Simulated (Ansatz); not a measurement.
# CH8BGaSn: how energies converge with the basis set

One table from this session's results is given with a row withheld; the runs are named, their logs left out.

The runs use Ansatz 0.2.0, Gaussian basis; one geometry, several basis sets.

Levels to be run: PBE0-D4/def2-SVP; ωB97M-V/def2-SVP; PBE0-D4/def2-QZVPP; ωB97M-V/def2-QZVPP; the functionals' def2-TZVPP values are taken from earlier runs.

## The geometry

All runs share one geometry, relaxed beforehand with PBE0-D4 in a triple-zeta def2 set. Sn takes the def2 core potential; no spin-orbit term is included.

SMILES `C[BH][SnH2][GaH2]`, 12 atoms, charge 0, spin multiplicity 1.

Atoms are counted from 1 here; the program's logs count them from 0.

Bond lengths: C1–B2 1.549 Å, C1–H5 1.094 Å, C1–H6 1.091 Å, C1–H7 1.104 Å, B2–Sn3 2.246 Å, B2–H8 1.199 Å, Sn3–Ga4 2.622 Å, Sn3–H9 1.717 Å, Sn3–H10 1.713 Å, Ga4–H11 1.575 Å, Ga4–H12 1.576 Å. Angles: B2–C1–H5 113.5°, B2–C1–H6 116.7°, B2–C1–H7 103.7°, H5–C1–H6 110.1°, H5–C1–H7 104.9°, H6–C1–H7 106.6°, C1–B2–Sn3 123.0°, C1–B2–H8 119.3°, Sn3–B2–H8 117.7°, B2–Sn3–Ga4 109.6°, B2–Sn3–H9 110.9°, B2–Sn3–H10 112.5°, Ga4–Sn3–H9 107.9°, Ga4–Sn3–H10 109.0°, H9–Sn3–H10 106.8°, Sn3–Ga4–H11 121.3°, Sn3–Ga4–H12 120.4°, H11–Ga4–H12 118.3°.

Set-up of the first run:

The input, in.yaml:

```yaml
crystal:
  periodic: [false, false, false]
  atoms:
    - {symbol: C, position_ang: [-0.983421, 1.997977, -0.129746]}
    - {symbol: B, position_ang: [-0.380552, 0.939346, 0.827036]}
    - {symbol: Sn, position_ang: [1.232203, -0.494627, 0.205719]}
    - {symbol: Ga, position_ang: [0.150877, -2.748807, -0.584494]}
    - {symbol: H, position_ang: [-2.051873, 2.172875, 0.029172]}
    - {symbol: H, position_ang: [-0.777791, 1.871470, -1.193235]}
    - {symbol: H, position_ang: [-0.492328, 2.938105, 0.177508]}
    - {symbol: H, position_ang: [-0.780179, 0.872875, 1.955472]}
    - {symbol: H, position_ang: [2.145443, 0.140988, -1.101906]}
    - {symbol: H, position_ang: [2.341003, -0.822493, 1.469912]}
    - {symbol: H, position_ang: [-0.001825, -3.970571, 0.397142]}
    - {symbol: H, position_ang: [-0.401537, -2.897149, -2.052588]}
basis:
  gaussian: {orbitals: def2-SVP}
hamiltonian: {xc: pbe0, dispersion: d4}
output: {orbitals: {seedname: orbitals}}
```

Launch:

```sh
$ ansatz run in.yaml --threads 2 --pin off --events-out ev --progress --plain --max-ram 32768MiB --backend cpu
```

Among the steps run: PBE0-D4 in def2-SVP; ωB97M-V in def2-SVP; PBE0-D4 in def2-QZVPP; ωB97M-V in def2-QZVPP.

One table of the session follows, with a row left open; its other results are not shown here.

It belongs to the step «Density functionals: the series». 

```
functional       basis  HOMO (eV)  LUMO (eV)
   PBE0-D4    def2-SVP      -6.85      -2.26
   PBE0-D4  def2-TZVPP      -6.88      -2.30
   PBE0-D4  def2-QZVPP          ?          ?
   ωB97M-V    def2-SVP      -8.76      -0.49
   ωB97M-V  def2-TZVPP      -8.82      -0.58
   ωB97M-V  def2-QZVPP      -8.82      -0.65
```

Q: Estimate the row for PBE0-D4, def2-QZVPP from the others.

The run gave: HOMO (eV): -6.88; LUMO (eV): -2.31.
